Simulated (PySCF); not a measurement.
# PbCl: from the state search to spectroscopic constants

The task here is to estimate one member of a computed series from the others.

Program: PySCF 2.14.0. Level of theory: Pb def2-SVP with ECP60, Cl def2-SVP, scalar-relativistic core potentials. These are calculated values, not measurements.

Set-up of the first run:

Settings of the job:

```yaml
atoms: Pb, Cl
charge: 0
basis: Pb def2-SVP with ECP60, Cl def2-SVP
Hamiltonian: scalar-relativistic core potentials
basis_functions: 44
electrons_treated: 39
masses_in_u: 207.9766, 34.9689
levels: PBE0, PBE, r²SCAN, BHandHLYP, M06, TPSS, HF, MP2, SCS-MP2, CCSD, CCSD(T)
grid: 80 radial by 434 angular points
occupations: held fixed by the projection of orbital angular momentum
dissociation_limit: Pb + Cl, each in its ground configuration
starting_distance_in_angstrom: 2.365
values_of_2S_to_try: 1, 3
```

On the command line:

```console
$ OMP_NUM_THREADS=1 python dia.py task.json out
```

Steps of the session up to this table: Set-up; The PBE0 curve of the state that the search chose; Excited determinants; PBE (GGA); r²SCAN (meta-GGA); BHandHLYP (global hybrid GGA); M06; TPSS (meta-GGA); UHF (mean field); MP2 and coupled cluster.

One table of the session follows, with a row left open; its other results are not shown here.

It belongs to the step «Constants by level of theory». 

| level | Re (Å) | ωe (cm⁻¹) | De (eV) |
| --- | --- | --- | --- |
| UHF | 2.513 | 317 | 2.30 |
| UHF-MP2 | 2.487 | 331 | 3.24 |
| UHF-SCS-MP2 | 2.496 | 327 | 3.15 |
| UHF-CCSD | 2.497 | 325 | 3.06 |
| UHF-CCSD(T) | 2.499 | 324 | 3.15 |
| PBE | 2.508 | 314 | 3.91 |
| TPSS | ? | ? | ? |
| r²SCAN | 2.496 | 322 | 3.77 |
| PBE0 | 2.490 | 324 | 3.69 |
| M06 | 2.499 | 322 | 4.12 |
| BHandHLYP | 2.494 | 324 | 3.41 |

Estimate the missing values for TPSS.

As computed: Re (Å): 2.509; ωe (cm⁻¹): 315; De (eV): 3.88. In the column «Re (Å)» it lies between PBE (2.508) and UHF (2.513).
